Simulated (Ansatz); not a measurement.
# C₄H₄F₆O: basis-set convergence

One table from this session's results is given with a row withheld; the runs are named, their logs left out.

Program: Ansatz 0.2.0, Gaussian basis. Level of theory: one geometry, several basis sets. These are calculated values, not measurements.

Levels to be run: PBE0-D4/def2-SVP; ωB97M-V/def2-SVP; PBE0-D4/def2-QZVPP; ωB97M-V/def2-QZVPP; the functionals' def2-TZVPP values are taken from earlier runs.

## The relaxed structure

An earlier PBE0-D4 in a triple-zeta def2 set relaxation fixed the geometry.

SMILES `FCC(F)(F)OCC(F)(F)F`, 15 atoms, charge 0, spin multiplicity 1.

Atoms are counted from 1 here; the program's logs count them from 0.

Bond lengths: F1–C2 1.364 Å, C2–C3 1.515 Å, C2–H12 1.092 Å, C2–H13 1.092 Å, C3–F4 1.354 Å, C3–F5 1.354 Å, C3–O6 1.355 Å, O6–C7 1.412 Å, C7–C8 1.511 Å, C7–H14 1.092 Å, C7–H15 1.092 Å, C8–F9 1.333 Å, C8–F10 1.333 Å, C8–F11 1.337 Å. Angles: F1–C2–C3 109.7°, F1–C2–H12 109.7°, F1–C2–H13 109.7°, C3–C2–H12 108.7°, C3–C2–H13 108.7°, H12–C2–H13 110.3°, C2–C3–F4 110.8°, C2–C3–F5 110.8°, C2–C3–O6 107.8°, F4–C3–F5 105.4°, F4–C3–O6 111.0°, F5–C3–O6 111.0°, C3–O6–C7 115.9°, O6–C7–C8 107.2°, O6–C7–H14 111.5°, O6–C7–H15 111.4°, C8–C7–H14 108.3°, C8–C7–H15 108.3° and more.

The first run:

Input file in.yaml:

```yaml
crystal:
  periodic: [false, false, false]
  atoms:
    - {symbol: F, position_ang: [-1.865296, 2.381704, 1.791166]}
    - {symbol: C, position_ang: [-1.333063, 1.136378, 1.624620]}
    - {symbol: C, position_ang: [-0.562168, 1.081575, 0.322031]}
    - {symbol: F, position_ang: [-1.364529, 1.386738, -0.725550]}
    - {symbol: F, position_ang: [0.421649, 2.012290, 0.305082]}
    - {symbol: O, position_ang: [-0.052106, -0.167117, 0.196061]}
    - {symbol: C, position_ang: [0.707175, -0.407939, -0.969781]}
    - {symbol: C, position_ang: [1.163308, -1.847118, -0.917935]}
    - {symbol: F, position_ang: [0.135579, -2.695483, -0.890508]}
    - {symbol: F, position_ang: [1.921917, -2.091919, 0.150428]}
    - {symbol: F, position_ang: [1.889060, -2.112048, -2.009715]}
    - {symbol: H, position_ang: [-2.134130, 0.395025, 1.589197]}
    - {symbol: H, position_ang: [-0.648675, 0.915249, 2.446369]}
    - {symbol: H, position_ang: [0.107999, -0.269875, -1.872465]}
    - {symbol: H, position_ang: [1.591580, 0.231741, -1.009601]}
basis:
  gaussian: {orbitals: def2-SVP}
hamiltonian: {xc: pbe0, dispersion: d4}
output: {orbitals: {seedname: orbitals}}
```

Command:

```console
$ ansatz run in.yaml --threads 4 --pin off --events-out ev --progress --plain --max-ram 66560MiB --backend cpu
```

Steps of the session up to this table: PBE0-D4 in def2-SVP; ωB97M-V in def2-SVP; PBE0-D4 in def2-QZVPP; ωB97M-V in def2-QZVPP.

One of the session's tables, all rows but one given; the rest of the session is left out.

It belongs to the step «Functionals by basis». 

| functional | basis | HOMO (eV) | LUMO (eV) |
| --- | --- | --- | --- |
| PBE0-D4 | def2-SVP | -9.71 | 1.85 |
| PBE0-D4 | def2-TZVPP | -9.80 | 1.18 |
| PBE0-D4 | def2-QZVPP | -9.85 | 0.69 |
| ωB97M-V | def2-SVP | -12.14 | 3.67 |
| ωB97M-V | def2-TZVPP | ? | ? |
| ωB97M-V | def2-QZVPP | -12.31 | 1.87 |

**Question.** Estimate the row for ωB97M-V, def2-TZVPP.

The run gave: HOMO (eV): -12.26; LUMO (eV): 2.72. In the column «HOMO (eV)» it lies between ωB97M-V, def2-QZVPP (-12.31) and ωB97M-V, def2-SVP (-12.14).
